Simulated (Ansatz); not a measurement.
Write the native input for Ansatz 0.2.0 that does the following.

| Quantity | Value |
| --- | --- |
| Task | single point |
| Functional | PBE |
| Potentials or basis | Ansatz PAW |
| Cutoff | 420 eV (not typed: the program's choice for these potentials) |
| k mesh | 7 × 7 × 7 |
| Occupations | fermi-dirac, width 0.05 eV |
| Spin | collinear spin, ferromagnetic start |
| Starting moments | [0.0, 0.0, 0.0, 0.0, 1.0, 0.0, 0.0, 0.0, 0.0, 0.0, 0.0, 0.0, 0.0, 0.0, 0.0, 0.0] μB |

The system is Ta4NiO11.

```xyz
16
Lattice="1.9549 -14.8297 0.0000 1.9549 14.8297 0.0000 0.0000 0.0000 3.8859" Properties=species:S:1:pos:R:3 pbc="T T T"
Ta    1.9549    8.7682    0.0000
Ta    1.9549  -12.5907    0.0000
Ta    1.9549   12.5907    0.0000
Ta    1.9549   -8.7682    0.0000
Ni    1.9549    0.0000    0.0000
O     1.9549   10.6813    0.0000
O     1.9549   -6.5568    0.0000
O     1.9549    1.8849    0.0000
O     1.9549   -1.8849    0.0000
O     0.0000    0.0000    0.0000
O     1.9549  -10.6813    0.0000
O     1.9549    6.5568    0.0000
O     1.9549  -12.6913    1.9429
O     1.9549   12.6913    1.9429
O     1.9549   -8.7306    1.9429
O     1.9549    8.7306    1.9429
```

The cell was built by a generator and needn't be a form met in nature.

These files were run (other wordings do the same):

input.yaml

```yaml
crystal:
  lattice:
    - [1.95495, -14.82973, 0.0]
    - [1.95495, 14.82973, 0.0]
    - [0.0, 0.0, 3.8859]
  atoms:
    - { symbol: Ta, position: [0.20437, 0.79563, 0.0] }
    - { symbol: Ta, position: [0.92451, 0.07549, 0.0] }
    - { symbol: Ta, position: [0.07549, 0.92451, 0.0] }
    - { symbol: Ta, position: [0.79563, 0.20437, 0.0] }
    - { symbol: Ni, position: [0.5, 0.5, 0.0], spin: 1.0 }
    - { symbol: O, position: [0.13987, 0.86013, 0.0] }
    - { symbol: O, position: [0.72107, 0.27893, 0.0] }
    - { symbol: O, position: [0.43645, 0.56355, 0.0] }
    - { symbol: O, position: [0.56355, 0.43645, 0.0] }
    - { symbol: O, position: [0.0, 0.0, 0.0] }
    - { symbol: O, position: [0.86013, 0.13987, 0.0] }
    - { symbol: O, position: [0.27893, 0.72107, 0.0] }
    - { symbol: O, position: [0.9279, 0.0721, 0.5] }
    - { symbol: O, position: [0.0721, 0.9279, 0.5] }
    - { symbol: O, position: [0.79436, 0.20564, 0.5] }
    - { symbol: O, position: [0.20564, 0.79436, 0.5] }
hamiltonian:
  xc: pbe
  pseudopotentials: { kind: paw }
magnetization:
  spin_polarized: true
kpoints:
  mp_grid: { grid: [7, 7, 7] }
scf:
  occupations: { method: fermi_dirac, width: 0.05 }
output:
  forces: true
  stress: true
  eigenvalues: true
  write_density: true
  write_potential: true
  elf: true
  volumetric_format: npy
```

Potentials or basis: Ansatz PAW.

Launch:

```bash
$ ansatz run input.yaml --threads 8 --pin off --max-ram 20480MiB --backend cpu --events-out ev --progress --plain --runs-dir out
```

It gave:

```json
{
  "Pressure": "0.1 GPa",
  "Largest force": "0.053 eV/Å",
  "Band gap on the k mesh": "none (metal or under the smearing width)",
  "Net moment": "0.85 μB per cell",
  "Absolute moment": "0.90 μB per cell",
  "Site moments": "Ta -0.00; Ni +0.68; O -0.00, +0.01, +0.09, +0.00 μB"
}
```

Caveat: the pressure holds a Pulay correction of +0.6 GPa for the finite cutoff; a cell with one magnetic atom can't hold antiferromagnetic order, which such compounds often take; semilocal functionals often make such compounds metallic where correlation or magnetic order opens a gap, which also shifts bond lengths.

Wall time 65 s on 8 threads of Arm Neoverse V1, on a shared host, peak memory 2.2 GiB.
